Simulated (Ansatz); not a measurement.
**AlGaHCl (singlet): wave-function methods side by side, cc-pVDZ**

An exercise on one series of results from a longer session: the logs are not shown, and one member is left open.

Program: Ansatz 0.2.0, Gaussian basis. Level of theory: cc-pVDZ, core rule «outside noble gas», up to 24 orbitals frozen. These are calculated values, not measurements.

The runs, in order: UHF; CCSD(T) on RHF; CCSD(T) on UHF; BCCD(T) on RHF; CISD; CCSDT(Q) on RHF; CCSDT(Q) on UHF; CASSCF and MRCISD+Q, 8 electrons in 8 orbitals; CASSCF and NEVPT2, 8 electrons in 8 orbitals.

13 further runs of the same task are left out: 9 that didn't finish, 4 set aside as unsound or not needed.

**What is computed**

The geometry is a PBE0/def2-TZVP stationary point (not a proven minimum). No spin-orbit coupling is included. The filled d shell of Ga may be among the frozen orbitals whatever the setting's name suggests; the logs give the count.

4 atoms, charge 0, spin multiplicity 1.

Atoms are counted from 1 here; the program's logs count them from 0.

Bond lengths: Al1–Ga2 2.682 Å, Al1–H4 1.771 Å, Ga2–Cl3 2.187 Å. Angles: Ga2–Al1–H4 50.2°, Al1–Ga2–Cl3 147.6°.

As a file:

```csv
atom,x (Å),y (Å),z (Å)
Al1,0.0000,0.3261,2.6182
Ga2,0.0000,-0.3280,0.0171
Cl3,0.0000,0.3579,-2.0599
H4,0.0000,1.3692,1.1870
```

The first run:

in.yaml

```yaml
crystal:
  periodic: [false, false, false]
  atoms:
    - {symbol: Al, position_ang: [0.000000, 0.326130, 2.618171]}
    - {symbol: Ga, position_ang: [0.000000, -0.327997, 0.017077]}
    - {symbol: Cl, position_ang: [0.000000, 0.357921, -2.059892]}
    - {symbol: H, position_ang: [0.000000, 1.369208, 1.186968]}
basis:
  gaussian: {orbitals: cc-pVDZ}
magnetization: {spin_polarized: true, initial_magnetization: 0}
hamiltonian: {xc: hf}
output: {orbitals: {seedname: orbitals}}
```

Command:

```
> ansatz run in.yaml --threads 1 --pin off --events-out ev --progress --plain --max-ram 2393MiB
```

Among the steps run: UHF; CCSD(T) on RHF; CCSD(T) on UHF; BCCD(T) on RHF; CISD; CCSDT(Q) on RHF; CCSDT(Q) on UHF; CASSCF and MRCISD+Q, 8 electrons in 8 orbitals; CASSCF and NEVPT2, 8 electrons in 8 orbitals.

One table of the session follows, with a row left open; its other results are not shown here.

| method | from RCCSDT(Q) (meV) |
| --- | --- |
| RHF | ? |
| UHF | +7921.4 |
| RMP2 | +1354.7 |
| RCCSD | +271.2 |
| RCCSD(T) | +53.8 |
| BCCD(T) | +52.1 |
| RCCSDT | +19.0 |
| RCCSDT(Q) | 0 |
| CASSCF frontier | +6394.8 |
| MRCISD frontier | +709.3 |
| MRCISD+Q frontier | +106.2 |

Estimate the missing values for RHF.

**Answer.** from RCCSDT(Q) (meV): +7927.9. In the column «from RCCSDT(Q) (meV)» it is the highest.

Not comparable, so not listed: CCSD(T) on UHF; CASSCF and NEVPT2, 8 electrons in 8 orbitals (they don't share determinant, frozen orbitals or solution with the rows shown, or repeat one).

Caveats from the session: Warnings: restricted reference is unstable; spin contamination. Warnings in the runs' records: passed over end.
